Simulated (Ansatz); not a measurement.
# Mg: the cost of one run

Computed with Ansatz 0.2.0 (DFT PBEsol, scalar-relativistic, unless a step's input says otherwise).

## Step 1: The starting structure

Symmetry: Im-3m, No. 229, cubic system. The conventional cell has a = 2.953 Å, b = 2.953 Å, c = 2.953 Å, α = 90.00°, β = 90.00°, γ = 90.00°. Mg (site symmetry m-3m) is surrounded by 8 Mg at 2.56 Å.

As a file:

```cif
data_structure
_symmetry_space_group_name_H-M 'P 1'
_symmetry_Int_Tables_number 1
_cell_length_a 2.5574
_cell_length_b 2.5574
_cell_length_c 2.5574
_cell_angle_alpha 109.471
_cell_angle_beta 109.471
_cell_angle_gamma 109.471
_cell_volume 12.88
loop_
_atom_site_label
_atom_site_type_symbol
_atom_site_fract_x
_atom_site_fract_y
_atom_site_fract_z
_atom_site_occupancy
Mg1 Mg 0.00000 0.00000 0.00000 1
```

## Step 2: The deformed structure

Space group Im-3m before, I4/mmm after.

## Step 3: Full-potential LAPW

input.yaml

```yaml
crystal:
  lattice:
    - [-1.4765, 1.4765, 1.491265]
    - [1.4765, -1.4765, 1.491265]
    - [1.4765, 1.4765, -1.491265]
  atoms:
    - { symbol: Mg, position: [0.0, 0.0, 0.0] }
kpoints:
  mp_grid: { grid: [16, 16, 16] }
  band_path:
    path:
      - [0.0, 0.0, 0.0]
      - [0.0, 0.0, 0.5]
      - [0.25, 0.25, 0.25]
      - [0.0, 0.5, 0.0]
      - [0.0, 0.0, 0.0]
      - [0.5, 0.5, -0.5]
      - [0.4950740124, 0.5049259876, -0.4950740124]
      - [-0.4950740124, 0.4950740124, 0.4950740124]
      - [0.0, 0.0, 0.0]
    npoints: 5
scf:
  occupations: { method: fermi_dirac, width: 0.05 }
hamiltonian:
  xc: pbesol
  pseudopotentials: { kind: all_electron, lapw: { basis_error: 0.00025 } }
output:
  forces: true
  stress: true
  eigenvalues: true
```

On the command line:

```console
ansatz run input.yaml --threads 1 --pin off --max-ram 3072MiB --backend cpu --events-out ev --progress --plain --runs-dir out
```

**Question.** How long does this run take on 1 thread of Arm Neoverse V1, shared host, and how much memory does it need?

About 13 s, with a peak of 0.34 GiB.
